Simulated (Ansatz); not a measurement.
# AlGeH₂ (quartet): from Hartree-Fock to the top rungs, cc-pVDZ

Aim: climb from Hartree-Fock through coupled cluster for AlGeH₂ (quartet) at one geometry and basis, and see what each rung misses.

The runs use Ansatz 0.2.0, Gaussian basis; cc-pVDZ, core rule «outside noble gas», up to 19 orbitals frozen.

The runs, in order: UHF; CCSD(T) on ROHF; CCSD(T) on UHF; BCCD(T) on ROHF; CISD; CCSDT(Q) on ROHF; CCSDT(Q) on UHF; CCSDTQ on ROHF.

11 further runs of the same task are left out: 9 for a known fault of the program, 2 set aside as unsound or not needed.

## (1) The system

The geometry is a PBE0/def2-TZVP stationary point (not a proven minimum) of the parent state, kept for this charge and spin. No spin-orbit coupling is included. The filled d shell of Ge may be among the frozen orbitals whatever the setting's name suggests; the logs give the count.

4 atoms, charge 0, spin multiplicity 4.

Atoms are counted from 1 here; the program's logs count them from 0.

Bond lengths: Ge1–Al2 2.514 Å, Al2–H3 1.597 Å, Al2–H4 1.597 Å. Angles: Ge1–Al2–H3 120.6°, Ge1–Al2–H4 120.6°, H3–Al2–H4 118.8°.

## (2) UHF

in.yaml reads:

```yaml
crystal:
  periodic: [false, false, false]
  atoms:
    - {symbol: Ge, position_ang: [0.000000, 0.000000, 0.733436]}
    - {symbol: Al, position_ang: [0.000000, 0.000000, -1.780769]}
    - {symbol: H, position_ang: [0.000000, -1.374627, -2.593847]}
    - {symbol: H, position_ang: [0.000000, 1.374627, -2.593847]}
basis:
  gaussian: {orbitals: cc-pVDZ}
magnetization: {spin_polarized: true, initial_magnetization: 3}
hamiltonian: {xc: hf}
output: {orbitals: {seedname: orbitals}}
```

Command:

```bash
> ansatz run in.yaml --threads 1 --pin off --events-out ev --progress --plain --max-ram 2816MiB --backend cpu
```

Further steps of the session: CCSD(T) on ROHF; CCSD(T) on UHF; BCCD(T) on ROHF; CISD; CCSDT(Q) on ROHF; CCSDT(Q) on UHF; CCSDTQ on ROHF.

**Question.** What will the summary of the whole plan be? Wanted: RCCSDTQ below the RHF energy; RMP2 from RCCSDTQ; UMP2 from RCCSDTQ; RCCSD from RCCSDTQ; RCCSD(T) from RCCSDTQ; UCCSD(T) from RCCSDTQ; RCCSDT(Q) from RCCSDTQ; UCCSDT(Q) from RCCSDTQ; T1 diagnostic.

**Answer**, as computed:

| quantity | value |
| --- | --- |
| RCCSDTQ below the RHF energy | -4.0576 eV |
| RMP2 from RCCSDTQ | +22.93 kcal/mol |
| UMP2 from RCCSDTQ | +22.89 kcal/mol |
| RCCSD from RCCSDTQ | +3.09 kcal/mol |
| RCCSD(T) from RCCSDTQ | +0.80 kcal/mol |
| UCCSD(T) from RCCSDTQ | +0.48 kcal/mol |
| RCCSDT(Q) from RCCSDTQ | +0.03 kcal/mol |
| UCCSDT(Q) from RCCSDTQ | -0.31 kcal/mol |
| levels within 1 kcal/mol (43 meV) | RCCSD(T), UCCSD(T), BCCD(T), RCCSDT, UCCSDT, RCCSDT(Q), UCCSDT(Q) |
| T1 diagnostic | 0.024 |

What this shows: RCCSD(T) lands +0.80 kcal/mol from the yardstick (0.9 % of the correlation energy). These misses are within one basis, not against nature; the frozen cores of restricted and unrestricted runs differ, which can shift their rows.
